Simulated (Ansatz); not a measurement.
# Cr: the cost of one run

Program: Ansatz 0.2.0. Level of theory: DFT PBEsol, scalar-relativistic, plane waves, PAW. These are calculated values, not measurements.

## 1. The system as given

The structure is cubic, space group Im-3m (No. 229). Conventional cell: a = 2.884 Å, b = 2.884 Å, c = 2.884 Å, α = 90.00°, β = 90.00°, γ = 90.00°. Cr (site symmetry m-3m) has 8 Cr at 2.50 Å in its first shell of neighbours.

Structure file:

```xyz
1
Lattice="-1.4420 1.4420 1.4420 1.4420 -1.4420 1.4420 1.4420 1.4420 -1.4420" Properties=species:S:1:pos:R:3 pbc="T T T"
Cr    0.0000    0.0000    0.0000
```

No relaxation comes first: the listed cell is the starting point.

## 2. Zero of the scan

input.yaml reads:

```yaml
crystal:
  lattice:
    - [-1.44195, 1.44195, 1.44195]
    - [1.44195, -1.44195, 1.44195]
    - [1.44195, 1.44195, -1.44195]
  atoms:
    - { symbol: Cr, position: [0.0, 0.0, 0.0] }
basis:
  ecutwfc: 420
kpoints:
  mp_grid: { grid: [24, 24, 24] }
hamiltonian:
  xc: pbesol
scf:
  occupations: { method: gaussian, width: 0.15 }
output:
  forces: true
  stress: true
  eigenvalues: true
  write_density: true
  write_potential: true
  elf: true
  volumetric_format: npy
```

Command:

```sh
$ ansatz run input.yaml --threads 1 --pin off --max-ram 2560MiB --backend cpu --events-out ev --progress --plain --runs-dir out
```

Q: Estimate wall time and peak memory on 1 thread of Arm Neoverse V1, shared host.

About 4.5 s, with a peak of 0.34 GiB.
